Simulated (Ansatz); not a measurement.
**CH₃BFNS: how energies converge with the basis set**

Aim: see how fast density functionals converge with the basis set for CH₃BFNS.

The runs use Ansatz 0.2.0, Gaussian basis; one geometry, several basis sets.

The runs, in order: PBE0-D4/def2-SVP; ωB97M-V/def2-SVP; PBE0-D4/def2-QZVPP; ωB97M-V/def2-QZVPP; the functionals' def2-TZVPP values are taken from earlier runs.

## 1. Structure used throughout

All runs share one geometry, relaxed beforehand with PBE0-D4 in a triple-zeta def2 set.

SMILES `N=C(F)BS`, 8 atoms, charge 0, spin multiplicity 1.

Atoms are counted from 1 here; the program's logs count them from 0.

Bond lengths: N1–C2 1.252 Å, N1–H6 1.020 Å, C2–F3 1.354 Å, C2–B4 1.579 Å, B4–S5 1.756 Å, B4–H7 1.189 Å, S5–H8 1.350 Å. Angles: C2–N1–H6 112.6°, N1–C2–F3 121.1°, N1–C2–B4 124.6°, F3–C2–B4 114.2°, C2–B4–S5 119.6°, C2–B4–H7 121.4°, S5–B4–H7 119.1°, B4–S5–H8 95.5°.

## 2. PBE0-D4 in def2-SVP

Input file in.yaml:

```yaml
crystal:
  periodic: [false, false, false]
  atoms:
    - {symbol: N, position_ang: [-0.609487, 1.141188, 0.549291]}
    - {symbol: C, position_ang: [0.366225, 0.358126, 0.495796]}
    - {symbol: F, position_ang: [1.453314, 0.539888, 1.282819]}
    - {symbol: B, position_ang: [0.458435, -0.897494, -0.457478]}
    - {symbol: S, position_ang: [-0.874339, -1.263504, -1.539863]}
    - {symbol: H, position_ang: [-0.474790, 1.889450, 1.229447]}
    - {symbol: H, position_ang: [1.414390, -1.604022, -0.459198]}
    - {symbol: H, position_ang: [-1.641649, -0.220733, -1.156715]}
basis:
  gaussian: {orbitals: def2-SVP}
hamiltonian: {xc: pbe0, dispersion: d4}
output: {orbitals: {seedname: orbitals}}
```

Launch:

```
$ ansatz run in.yaml --threads 2 --pin off --events-out ev --progress --plain --max-ram 4352MiB
```

The runs that follow: ωB97M-V in def2-SVP; PBE0-D4 in def2-QZVPP; ωB97M-V in def2-QZVPP.

Before running them: what should the planned runs give, taken together? Wanted: PBE0-D4: double and triple zeta above quadruple; ωB97M-V: double and triple zeta above quadruple.

As calculated:

| quantity | value |
| --- | --- |
| PBE0-D4: double and triple zeta above quadruple | 11.31, 0.64 eV |
| ωB97M-V: double and triple zeta above quadruple | 11.47, 0.60 eV |

PBE0-D4 gains 10.67 eV from double to triple zeta, then 0.64 eV more. These are total energies; as a rule much of such shifts cancels in differences, which this series doesn't test.
